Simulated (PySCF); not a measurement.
# C5H10Se: a tour of settings

Aim: see how C5H10Se (`CCCCC=[Se]`) answers to the choice of functional, basis, grid and SCF options, and what happens with inputs that are wrong on purpose.

Programs: PySCF 2.14.0, with density-fitted response routines of our own. Each step states its level of theory. These are calculated values for one molecule, in the gas phase or a continuum, unless marked as measured. Atoms count from 0, in the outputs and in this text.

### Step 1. Starting geometry

16 atoms, charge 0, multiplicity 1; geometry from: GFN2-xTB.

Bonds of the start (Å): C0–C1 1.52, C1–C2 1.53, C2–C3 1.53, C3–C4 1.48, C4–Se5 1.75, C0–H6 1.09, C0–H7 1.09, C0–H8 1.09, C1–H9 1.09, C1–H10 1.09, C2–H11 1.09, C2–H12 1.09, C3–H13 1.09, C3–H14 1.10, C4–H15 1.09.

### Step 2. NMR shieldings: PBE0/pcSseg-1

What the job is given:

```
{"job": {"kind": "nmr", "xc": "PBE0", "basis": "pcSseg-1"}, "charge": 0, "multiplicity": 1}
C     -2.379826     0.220007    -0.273731
C     -1.131939    -0.126414     0.528733
C      0.137696     0.083873    -0.292120
C      1.397105    -0.252133     0.517791
C      2.619521    -0.091868    -0.300411
Se     4.001450     0.906251     0.107153
H     -2.354460     1.261029    -0.587781
H     -3.273425     0.064171     0.325601
H     -2.449102    -0.404016    -1.162139
H     -1.091442     0.497371     1.424153
H     -1.184832    -1.168423     0.852171
H      0.102399    -0.543801    -1.185695
H      0.192390     1.125032    -0.617473
H      1.450449     0.377174     1.407805
H      1.329297    -1.297155     0.841440
H      2.627119    -0.642152    -1.237861
```

Method: GIAO PBE0/pcSseg-1 NMR shielding, non-relativistic, gas phase.

Run with:

```
$ OMP_NUM_THREADS=1 python probes_run.py task.json out
```

The driver reads the jobs from task.json and runs them one after another.

The log of the run:

```text
coarse grid: 57952 points
cycle   1  E = -2597.2254863450  dE = -5.276e-01  |g| = 7.146e-01  |ddm| = 3.554e+00
cycle   2  E = -2597.2176252784  dE =  7.861e-03  |g| = 5.093e-01  |ddm| = 7.574e-01
cycle   3  E = -2597.2544356644  dE = -3.681e-02  |g| = 2.428e-01  |ddm| = 5.818e-01
cycle   4  E = -2597.2684054416  dE = -1.397e-02  |g| = 9.606e-02  |ddm| = 2.891e-01
cycle   5  E = -2597.2706516126  dE = -2.246e-03  |g| = 1.738e-02  |ddm| = 1.121e-01
cycle   6  E = -2597.2707463485  dE = -9.474e-05  |g| = 2.812e-03  |ddm| = 2.324e-02
cycle   7  E = -2597.2707481724  dE = -1.824e-06  |g| = 1.061e-03  |ddm| = 2.974e-03
final grid: 122840 points
cycle   8  E = -2597.2706195655  dE =  3.516e-07  |g| = 1.646e-03  |ddm| = 3.123e-03
cycle   9  E = -2597.2706173994  dE =  2.166e-06  |g| = 3.251e-03  |ddm| = 4.526e-03
cycle  10  E = -2597.2706202413  dE = -2.842e-06  |g| = 4.773e-04  |ddm| = 3.323e-03
cycle  11  E = -2597.2706202999  dE = -5.862e-08  |g| = 3.123e-05  |ddm| = 4.242e-04
cycle  12  E = -2597.2706203002  dE = -3.065e-10  |g| = 7.219e-06  |ddm| = 4.707e-05
converged SCF energy = -2597.2706203002

GIAO shielding tensors (ppm)
atom      isotropic    diamagn.    paramagn.     s11        s22        s33       span
  0 C      169.855     245.835     -75.980    158.773    163.311    187.481     28.708
  1 C      158.823     247.667     -88.844    147.990    156.966    171.513     23.523
  2 C      151.019     251.312    -100.293    134.417    146.678    171.963     37.547
  3 C      122.661     247.578    -124.916     89.118    119.247    159.619     70.500
  4 C     -111.066     254.530    -365.597   -319.719   -161.165    147.684    467.403
  5 Se    -847.061    2997.124   -3844.186  -4075.266   -381.659   1915.740   5991.006
  6 H       30.674      29.583       1.091     26.604     28.884     36.534      9.930
  7 H       30.351      27.839       2.512     25.761     27.578     37.714     11.953
  8 H       30.674      29.611       1.064     26.498     28.912     36.613     10.114
  9 H       30.259      31.936      -1.676     25.218     30.262     35.298     10.080
 10 H       30.280      31.983      -1.703     25.798     29.937     35.105      9.306
 11 H       29.770      33.807      -4.037     25.654     29.368     34.287      8.633
 12 H       30.423      33.446      -3.023     26.504     30.830     33.936      7.432
 13 H       28.173      31.205      -3.032     24.512     27.733     32.274      7.763
 14 H       28.323      30.771      -2.448     25.749     27.912     31.306      5.557
 15 H       19.174      28.823      -9.649     10.585     20.257     26.682     16.097
```

Run time: 35 s. Hardware: 1 thread of Arm Neoverse V1, shared host; peak memory 0.81 GiB.

The references, computed at this level on geometries of the same kind, shield at (ppm): ¹H TMS 31.72, ¹³C TMS 186.9, ⁷⁷Se Me2Se 1758. Their shielding less the atom's gives the shift. The references are single molecules in the gas phase. Atoms listed in one row are averaged.

| atoms | environment | σ (ppm) | δ (ppm) |
| --- | --- | --- | --- |
| C4 | carbon double-bonded to a heavier main-group atom | -111.1 | 298.0 |
| C3 | sp3 CH2 | 122.7 | 64.3 |
| C2 | sp3 CH2 | 151.0 | 35.9 |
| C1 | sp3 CH2 | 158.8 | 28.1 |
| C0 | methyl carbon | 169.9 | 17.1 |
| H15 | hydrogen on a carbon double-bonded to a heavier main-group atom | 19.17 | 12.54 |
| H13, H14 | hydrogen on an sp3 CH2 | 28.25 | 3.47 |
| H11, H12 | hydrogen on an sp3 CH2 | 30.10 | 1.62 |
| H9, H10 | hydrogen on an sp3 CH2 | 30.27 | 1.45 |
| H6, H7, H8 | hydrogen on a methyl carbon | 30.57 | 1.15 |
| Se5 | selenium bonded to C | -847 | 2605 |

Charges from the same density, by scheme (e):

| atoms | Mulliken | IAO | Hirshfeld | ESP fit |
| --- | --- | --- | --- | --- |
| C0 | -0.25 | -0.42 | -0.12 | -0.31 |
| C1 | -0.28 | -0.24 | -0.06 | 0.14 |
| C2 | -0.28 | -0.25 | -0.06 | -0.09 |
| C3 | -0.14 | -0.27 | -0.07 | 0.41 |
| C4 | -0.25 | -0.22 | -0.01 | -0.31 |
| Se5 | -0.04 | -0.01 | -0.09 | -0.11 |

Mayer bond orders: C0–C1 1.07, C1–C2 1.03, C2–C3 1.01, C3–C4 1.00, C4–Se5 1.88.

The fields below are evaluated on a grid from the run's orbitals.

Frontier orbitals at PBE0/pcSseg-1, with the share of their density that lies nearest to each atom:

| orbital | energy (eV) | lies on |
| --- | --- | --- |
| HOMO | -6.09 | Se5 86 % |
| LUMO | -2.29 | Se5 43 %; C4 40 %; H15 7 % |

ELF in a plane through or near 6 of the atoms.

Ten even steps from '0' (0.00) to '9' (1.00):
```
0000000000000000000000000000
0000000000000000000000000000
0000000000000000000000000000
0000000000100000100000000000
0000000000431003310000000000
0000121003884017750000000000
0001344004996028860036200000
0012465103885027651499900000
0024666546336462265899910000
0146756858659487394799910000
0167845815768347684199800000
0278865713425233252254200000
0178863565103651037640000000
0057851254001440015530000000
0015520011000110002210000000
0000100000000000000000000000
0000000000000000000000000000
0000000000000000000000000000
0000000000000000000000000000
0000000000000000000000000000
```
The map spans 13.2 Å across and 7.9 Å up, centred on the molecule. Atoms in the plane (x, y in Å): C0 (2.4, -0.3), C1 (1.1, 0.5), C2 (-0.1, -0.3), C3 (-1.4, 0.5), C4 (-2.6, -0.3), H7 (3.3, 0.3).

log10 of the density (e/Å³) in the same plane.

Values, 10 rows by 14 columns:
```
-4.0 -4.0 -4.0 -4.0 -4.0 -4.0 -4.0 -4.0 -4.0 -4.0 -4.0 -4.0 -4.0 -4.0
-4.0 -4.0 -4.0 -3.9 -3.4 -2.9 -3.0 -3.0 -2.8 -3.3 -4.0 -4.0 -4.0 -4.0
-4.0 -3.6 -2.8 -2.6 -2.4 -1.6 -1.9 -2.0 -1.5 -2.3 -3.1 -3.7 -4.0 -4.0
-3.9 -2.4 -1.7 -1.4 -1.4 -0.2 -0.6 -1.0 -0.2 -1.3 -1.6 -2.2 -3.7 -4.0
-3.2 -1.7 -0.8 -0.4 -0.4  0.5  0.0 -0.2  1.1 -0.2  0.0 -1.2 -3.1 -4.0
-2.9 -1.4 -0.4 -0.1  0.6  0.0  0.1  0.4 -0.1  1.1  0.1 -1.3 -3.1 -4.0
-3.1 -1.6 -0.8 -0.6 -0.1 -0.9 -0.5 -0.2 -1.1 -0.1 -0.6 -2.1 -3.6 -4.0
-3.9 -2.4 -1.7 -1.6 -1.3 -1.9 -1.6 -1.4 -2.0 -1.4 -1.7 -2.8 -4.0 -4.0
-4.0 -3.5 -2.8 -2.6 -2.5 -2.8 -2.6 -2.5 -2.8 -2.5 -2.7 -3.7 -4.0 -4.0
-4.0 -4.0 -4.0 -4.0 -4.0 -4.0 -4.0 -4.0 -4.0 -4.0 -4.0 -4.0 -4.0 -4.0
```
The map spans 13.2 Å across and 7.9 Å up, centred on the molecule. Atoms in the plane (x, y in Å): C0 (2.4, -0.3), C1 (1.1, 0.5), C2 (-0.1, -0.3), C3 (-1.4, 0.5), C4 (-2.6, -0.3), H7 (3.3, 0.3).

On the surface of density 0.002 e/bohr³ the electrostatic potential runs, from the 1st to the 99th percentile, from -1.07 V near Se5 to 0.99 V near H15.

### Step 3. Ultraviolet spectrum: PBE0/def2-SVPD

Same as in step 2 but for these lines:

```diff
@@ -1,2 +1,2 @@
-{"job": {"kind": "nmr", "xc": "PBE0", "basis": "pcSseg-1"}, "charge": 0, "multiplicity": 1}
+{"job": {"kind": "uv", "xc": "PBE0", "basis": "def2-SVPD", "nstates": 6, "ntriplets": 2}, "charge": 0, "multiplicity": 1}
 C     -2.379826     0.220007    -0.273731
```

Method: TDDFT PBE0/def2-SVPD, vertical, gas phase, core orbitals frozen in the response.

The log of the run:

```text
coarse grid: 57952 points
cycle   1  E = -2597.0932869638  dE = -4.572e-01  |g| = 3.591e-01  |ddm| = 5.334e+00
cycle   2  E = -2597.0682460358  dE =  2.504e-02  |g| = 4.741e-01  |ddm| = 1.288e+00
cycle   3  E = -2597.1258426299  dE = -5.760e-02  |g| = 1.536e-01  |ddm| = 7.616e-01
cycle   4  E = -2597.1315724601  dE = -5.730e-03  |g| = 4.339e-02  |ddm| = 2.516e-01
cycle   5  E = -2597.1321390371  dE = -5.666e-04  |g| = 8.457e-03  |ddm| = 8.093e-02
cycle   6  E = -2597.1321629331  dE = -2.390e-05  |g| = 2.954e-03  |ddm| = 2.161e-02
cycle   7  E = -2597.1321647889  dE = -1.856e-06  |g| = 4.421e-04  |ddm| = 4.569e-03
final grid: 122840 points
cycle   8  E = -2597.1320391163  dE =  1.473e-08  |g| = 8.705e-04  |ddm| = 1.235e-02
cycle   9  E = -2597.1320381638  dE =  9.525e-07  |g| = 2.007e-03  |ddm| = 3.851e-03
cycle  10  E = -2597.1320393441  dE = -1.180e-06  |g| = 1.023e-04  |ddm| = 2.658e-03
cycle  11  E = -2597.1320393467  dE = -2.602e-09  |g| = 1.676e-05  |ddm| = 1.643e-04
cycle  12  E = -2597.1320393468  dE = -8.276e-11  |g| = 4.037e-06  |ddm| = 4.064e-05
converged SCF energy = -2597.1320393468

Static polarisability (au): isotropic 93.890, principal 74.354 79.219 128.098

Singlet excitations
state   eV       nm        f      main configurations
  1   2.0957    591.6   0.00006   H->L 1.00
  2   5.2479    236.3   0.29512   H-1->L 0.89
  3   5.6329    220.1   0.01235   H-2->L 0.62, H->L+1 0.20
  4   5.6752    218.5   0.05504   H->L+1 0.53, H-2->L 0.19, H->L+2 0.17
  5   5.9540    208.2   0.08084   H->L+3 0.75, H->L+4 0.16
  6   6.2323    198.9   0.00056   H->L+2 0.52, H-3->L 0.15, H->L+1 0.13

Triplet excitations (Tamm-Dancoff, eV): 1.6152 2.6648
```

Wall time 47 s (1 thread of Arm Neoverse V1, shared host); peak memory 0.98 GiB.

Frontier orbitals and where they lie:

| orbital | eV | atoms |
| --- | --- | --- |
| HOMO−3 | -9.59 | C1 25 %, C2 14 %, C0 13 % |
| HOMO−2 | -9.46 | Se5 18 %, C2 16 %, C3 13 % |
| HOMO−1 | -7.93 | Se5 50 %, C4 32 %, C3 7 % |
| HOMO | -6.14 | Se5 78 %, C4 14 % |
| LUMO | -2.37 | Se5 44 %, C4 41 %, C3 6 % |
| LUMO+1 | 0.56 | Se5 26 %, C2 10 %, C0 9 % |
| LUMO+2 | 0.90 | Se5 36 %, C0 12 %, C1 8 % |

With each of the 6 states as a Gaussian band of 0.4 eV half-width at 1/e, the curve within the window shown has maxima at 234 nm (ε 13,000) L/(mol cm). Beyond the last state computed it falls off for lack of states. The curve at chosen wavelengths:

(nm, ε (L/mol/cm)): (190, 444), (216, 7667), (241, 11805), (267, 1256), (292, 23), (318, 0), (343, 0), (369, 0), (394, 0), (420, 0), (446, 0), (471, 0), (497, 1), (522, 1), (548, 2), (573, 2), (599, 2), (625, 2), (650, 2), (676, 2), (701, 1), (727, 1), (752, 1), (778, 1), (803, 0), (829, 0)

Leading natural transition orbitals of singlet state 2: the hole lies on Se5 47 %; C4 22 %; C2, C3 about 7 % each; the particle on Se5 44 %; C4 38 %; H15 7 %.

Leading natural transition orbitals of singlet state 1: the hole lies on Se5 85 %; the particle on Se5 44 %; C4 40 %; H15 7 %.

Ground-state properties from the same run:

| property | computed |
| --- | --- |
| dipole moment (D) | 2.81 |
| polarisability (Å³) | 13.91 |
| HOMO–LUMO gap (eV) | 3.77 |
| −ε(HOMO) (eV) | 6.14 |

### Step 4. Ultraviolet spectrum: PBE0/pcSseg-1 in dimethylsulfoxide

Same as in step 3 but for these lines:

```diff
@@ -1,2 +1,2 @@
-{"job": {"kind": "uv", "xc": "PBE0", "basis": "def2-SVPD", "nstates": 6, "ntriplets": 2}, "charge": 0, "multiplicity": 1}
+{"job": {"kind": "uv", "xc": "PBE0", "basis": "pcSseg-1", "solvent": "dimethylsulfoxide", "nstates": 1, "ntriplets": 2, "tda": false, "scf": {"level_shift": 0.2}}, "charge": 0, "multiplicity": 1}
 C     -2.379826     0.220007    -0.273731
```

Level: TDDFT PBE0/pcSseg-1, vertical, IEF-PCM dimethylsulfoxide (non-equilibrium linear response), core orbitals frozen in the response.

The log of the run:

```text
final grid: 122840 points
cycle   1  E = -2597.2196376612  dE = -5.214e-01  |g| = 6.826e-01  |ddm| = 3.473e+00
cycle   2  E = -2597.2414831441  dE = -2.185e-02  |g| = 4.120e-01  |ddm| = 7.075e-01
cycle   3  E = -2597.2755180071  dE = -3.403e-02  |g| = 5.809e-02  |ddm| = 2.964e-01
cycle   4  E = -2597.2761164886  dE = -5.985e-04  |g| = 1.573e-02  |ddm| = 5.290e-02
cycle   5  E = -2597.2761602533  dE = -4.376e-05  |g| = 4.741e-03  |ddm| = 2.318e-02
cycle   6  E = -2597.2761693630  dE = -9.110e-06  |g| = 1.922e-03  |ddm| = 1.004e-02
cycle   7  E = -2597.2761716962  dE = -2.333e-06  |g| = 8.666e-04  |ddm| = 5.290e-03
cycle   8  E = -2597.2761722788  dE = -5.826e-07  |g| = 3.231e-04  |ddm| = 2.416e-03
cycle   9  E = -2597.2761724101  dE = -1.314e-07  |g| = 1.462e-04  |ddm| = 1.257e-03
cycle  10  E = -2597.2761724387  dE = -2.862e-08  |g| = 7.675e-05  |ddm| = 4.646e-04
cycle  11  E = -2597.2761724453  dE = -6.592e-09  |g| = 4.292e-05  |ddm| = 2.025e-04
cycle  12  E = -2597.2761724470  dE = -1.703e-09  |g| = 1.604e-05  |ddm| = 1.088e-04
cycle  13  E = -2597.2761724473  dE = -3.174e-10  |g| = 9.518e-06  |ddm| = 4.521e-05
level shift removed, Fock matrix diagonalised once more
converged SCF energy = -2597.2761724473

Static polarisability (au): isotropic 106.782, principal 81.286 89.188 149.872

Singlet excitations
state   eV       nm        f      main configurations
  1   2.2844    542.7   0.00010   H->L 1.00

Triplet excitations (Tamm-Dancoff, eV): 1.8314 2.7539
```

It took 28 s on 1 thread of Arm Neoverse V1, shared host; peak memory 0.96 GiB.

In short: HOMO -6.32 eV, LUMO -2.34 eV; lowest singlet 2.28 eV.

### Step 5. Shielding tensors: wB97X-D/def2-SVPD

Same as in step 4 but for these lines:

```diff
@@ -1,2 +1,2 @@
-{"job": {"kind": "uv", "xc": "PBE0", "basis": "pcSseg-1", "solvent": "dimethylsulfoxide", "nstates": 1, "ntriplets": 2, "tda": false, "scf": {"level_shift": 0.2}}, "charge": 0, "multiplicity": 1}
+{"job": {"kind": "nmr", "xc": "wB97X-D", "basis": "def2-SVPD", "pop": false, "scf": {"max_cycle": 3}}, "charge": 0, "multiplicity": 1}
 C     -2.379826     0.220007    -0.273731
```

Level: GIAO wB97X-D/def2-SVPD NMR shielding, non-relativistic, gas phase.

The log of the run:

```text
final grid: 122840 points
cycle   1  E = -2597.5998277016  dE = -2.430e-01  |g| = 3.813e-01  |ddm| = 5.149e+00
cycle   2  E = -2597.5833904746  dE =  1.644e-02  |g| = 5.064e-01  |ddm| = 1.270e+00
cycle   3  E = -2597.6515241142  dE = -6.813e-02  |g| = 5.750e-02  |ddm| = 7.531e-01
SCF not converged, last energy = -2597.6515241142
```

Run time: 9.9 s. Hardware: 1 thread of Arm Neoverse V1, shared host; peak memory 0.86 GiB.

Why it failed: The cap of 3 cycles ended the SCF at a gradient of 5.8e-02. The remedy is to raise the cap. Numbers printed on the way are no properties of the molecule.

### Step 6. Excited states and response: BHandHLYP/cc-pVDZ

Same as in step 5 but for these lines:

```diff
@@ -1,2 +1,2 @@
-{"job": {"kind": "nmr", "xc": "wB97X-D", "basis": "def2-SVPD", "pop": false, "scf": {"max_cycle": 3}}, "charge": 0, "multiplicity": 1}
+{"job": {"kind": "uv", "xc": "BHandHLYP", "basis": "cc-pVDZ", "nstates": 12, "ntriplets": 5, "tda": false, "scf": {"conv": 1e-06}}, "charge": 0, "multiplicity": 1}
 C     -2.379826     0.220007    -0.273731
```

With the program's defaults for keys left out, this is: TDDFT BHandHLYP/cc-pVDZ, vertical, gas phase, core orbitals frozen in the response.

The log of the run:

```text
final grid: 122840 points
cycle   1  E = -2597.8651560616  dE = -1.515e-01  |g| = 3.712e-01  |ddm| = 6.779e+00
cycle   2  E = -2597.8441553332  dE =  2.100e-02  |g| = 4.968e-01  |ddm| = 1.552e+00
cycle   3  E = -2597.9121888213  dE = -6.803e-02  |g| = 7.221e-02  |ddm| = 8.643e-01
cycle   4  E = -2597.9135245304  dE = -1.336e-03  |g| = 3.220e-02  |ddm| = 1.684e-01
cycle   5  E = -2597.9138137812  dE = -2.893e-04  |g| = 3.974e-03  |ddm| = 6.650e-02
cycle   6  E = -2597.9138197107  dE = -5.929e-06  |g| = 1.437e-03  |ddm| = 1.303e-02
cycle   7  E = -2597.9138203143  dE = -6.036e-07  |g| = 5.108e-04  |ddm| = 3.624e-03
converged SCF energy = -2597.9138203143

Static polarisability (au): isotropic 76.281, principal 56.780 61.070 110.991

Singlet excitations
state   eV       nm        f      main configurations
  1   2.2517    550.6   0.00003   H->L 1.00
  2   5.4090    229.2   0.30809   H-1->L 0.95
  3   5.9217    209.4   0.00249   H-2->L 0.78, H-6->L 0.10
  4   6.8593    180.8   0.02184   H->L+2 0.30, H->L+1 0.23, H->L+4 0.17
  5   7.3484    168.7   0.00406   H-4->L 0.28, H-5->L 0.25, H-7->L 0.15
  6   7.8096    158.8   0.00832   H-3->L 0.50, H-4->L 0.16, H-6->L 0.08
  7   7.8190    158.6   0.03822   H->L+1 0.40, H->L+5 0.11, H->L+4 0.11
  8   8.0077    154.8   0.01286   H->L+2 0.40, H->L+3 0.31, H->L+1 0.20
  9   8.0833    153.4   0.02942   H-5->L 0.39, H-4->L 0.27, H-6->L 0.12
 10   8.3132    149.1   0.01233   H-1->L+2 0.36, H-1->L+1 0.33, H-1->L+4 0.12
 11   8.5316    145.3   0.03968   H-6->L 0.40, H-3->L 0.17, H-8->L 0.10
 12   8.5640    144.8   0.02090   H->L+4 0.45, H->L+3 0.28, H->L+2 0.17

Triplet excitations (Tamm-Dancoff, eV): 1.7719 2.5340 5.1762 6.0334 6.9994
```

Run time: 28 s. Hardware: 1 thread of Arm Neoverse V1, shared host; peak memory 0.77 GiB.

This run: HOMO -6.94 eV, LUMO -1.07 eV; lowest singlet 2.25 eV.

### Step 7. Side by side: electronic excitations

Excitations and ground-state properties, with basis size and wall time:

| run | lowest singlet (eV) | brightest (eV) | f | gap (eV) | α (Å³) | μ (D) | functions | time |
| --- | --- | --- | --- | --- | --- | --- | --- | --- |
| PBE0/def2-SVPD | 2.10 | 5.25 | 0.295 | 3.77 | 13.91 | 2.81 | 221 | 47 s |
| PBE0/pcSseg-1 in dimethylsulfoxide | 2.28 | 2.28 | 0.000 | 3.98 | 15.82 | 3.68 | 176 | 28 s |
| BHandHLYP/cc-pVDZ | 2.25 | 5.41 | 0.308 | 5.87 | 11.30 | 2.70 | 147 | 28 s |

### Step 8. Summary of results

```
                                                              quantity                                            value
                                ¹³C shifts against TMS (PBE0/pcSseg-1)                298.0, 64.3, 35.9, 28.1, 17.1 ppm
¹H shifts against TMS (PBE0/pcSseg-1, means over atoms taken as alike)                12.54, 3.47, 1.62, 1.45, 1.15 ppm
                             ⁷⁷Se shifts against Me2Se (PBE0/pcSseg-1)                                         2605 ppm
                                 surface potential, 1st and 99th percentile                               -1.07 V and 0.99 V
                                       lowest singlet (PBE0/def2-SVPD)                      2.10 eV (592 nm), f = 0.000
                              brightest single state of those computed                      state 2, 5.25 eV, f = 0.295
                                                        lowest triplet                                          1.62 eV
                                           range of the lowest singlet                                  2.10 to 2.28 eV
                                         property runs in this session  5, of which 1 failed and 0 gave unsound results
```

Single values in the summary come from the first run of each kind that ended normally (PBE0/pcSseg-1; PBE0/def2-SVPD), which need not be the best level. At PBE0/pcSseg-1: The largest span, 5991 ppm, is at Se5, where the paramagnetic term is -3844 ppm. By nearest atom (PBE0/pcSseg-1), the HOMO sits on Se5 86 % and the LUMO on Se5 43 %; C4 40 %. The first singlet state (HOMO→LUMO 1.00) lies at 2.10 eV and is dark; of the 6 states computed, the strongest absorption comes from state 2 at 5.25 eV. The lowest triplet lies 0.48 eV below the lowest singlet (triplets in Tamm-Dancoff, singlets in full TDDFT). The lowest singlet runs from 2.10 eV (PBE0/def2-SVPD) to 2.28 eV (PBE0/pcSseg-1 in dimethylsulfoxide), while the orbital gap spans 3.77 to 5.87 eV. The lowest state need not be the same one in every run. The runs solved for a few states only, so the brightest column depends on that window. Spin-orbit coupling is left out, which matters for shieldings and couplings at and beside the heavy atoms.
